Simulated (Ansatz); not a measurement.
# CH₃NO₂Si: how energies converge with the basis set

An exercise on one series of results from a longer session: the logs are not shown, and one member is left open.

The runs use Ansatz 0.2.0, Gaussian basis; one geometry, several basis sets.

Levels to be run: PBE0-D4/def2-SVP; ωB97M-V/def2-SVP; PBE0-D4/def2-QZVPP; ωB97M-V/def2-QZVPP; the functionals' def2-TZVPP values are taken from earlier runs.

## Structure used throughout

The geometry comes from an earlier relaxation with PBE0-D4 in a triple-zeta def2 set; it is a stationary point, not always the lowest conformer.

8 atoms, charge 0, spin multiplicity 1.

Atoms are counted from 1 here; the program's logs count them from 0.

Bond lengths: N1–Si2 1.678 Å, N1–H6 1.006 Å, N1–H7 1.006 Å, Si2–O3 1.697 Å, Si2–C4 1.814 Å, Si2–H8 1.476 Å, O3–C4 1.396 Å, C4–O5 1.181 Å. Angles: Si2–N1–H6 124.2°, Si2–N1–H7 122.4°, H6–N1–H7 113.4°, N1–Si2–O3 119.8°, N1–Si2–C4 125.8°, N1–Si2–H8 108.1°, O3–Si2–C4 46.7°, O3–Si2–H8 116.7°, C4–Si2–H8 124.7°, Si2–O3–C4 71.0°, Si2–C4–O3 62.2°, Si2–C4–O5 168.9°, O3–C4–O5 128.8°.

Set-up of the first run:

The input, in.yaml:

```yaml
crystal:
  periodic: [false, false, false]
  atoms:
    - {symbol: N, position_ang: [-0.866232, 0.394814, 1.116086]}
    - {symbol: Si, position_ang: [0.435849, -0.158712, 0.213245]}
    - {symbol: O, position_ang: [0.912406, 0.680590, -1.182981]}
    - {symbol: C, position_ang: [0.406173, -0.566791, -1.553797]}
    - {symbol: O, position_ang: [0.272516, -1.018619, -2.636708]}
    - {symbol: H, position_ang: [-1.746512, 0.682054, 0.722903]}
    - {symbol: H, position_ang: [-0.828802, 0.483647, 2.117150]}
    - {symbol: H, position_ang: [1.506700, -0.554184, 1.148302]}
basis:
  gaussian: {orbitals: def2-SVP}
hamiltonian: {xc: pbe0, dispersion: d4}
output: {orbitals: {seedname: orbitals}}
```

On the command line:

```sh
$ ansatz run in.yaml --threads 2 --pin off --events-out ev --progress --plain --max-ram 4352MiB
```

Steps of the session up to this table: PBE0-D4 in def2-SVP; ωB97M-V in def2-SVP; PBE0-D4 in def2-QZVPP; ωB97M-V in def2-QZVPP.

One of the session's tables, all rows but one given; the rest of the session is left out.

It belongs to the step «Density functionals: the series». 

```
functional       basis  HOMO (eV)
   PBE0-D4    def2-SVP      -6.91
   PBE0-D4  def2-TZVPP      -7.08
   PBE0-D4  def2-QZVPP          ?
   ωB97M-V    def2-SVP      -9.13
   ωB97M-V  def2-TZVPP      -9.33
   ωB97M-V  def2-QZVPP      -9.39
```

Q: Estimate the row for PBE0-D4, def2-QZVPP from the others.

As computed: HOMO (eV): -7.13. In the column «HOMO (eV)» it lies between ωB97M-V, def2-SVP (-9.13) and PBE0-D4, def2-TZVPP (-7.08).
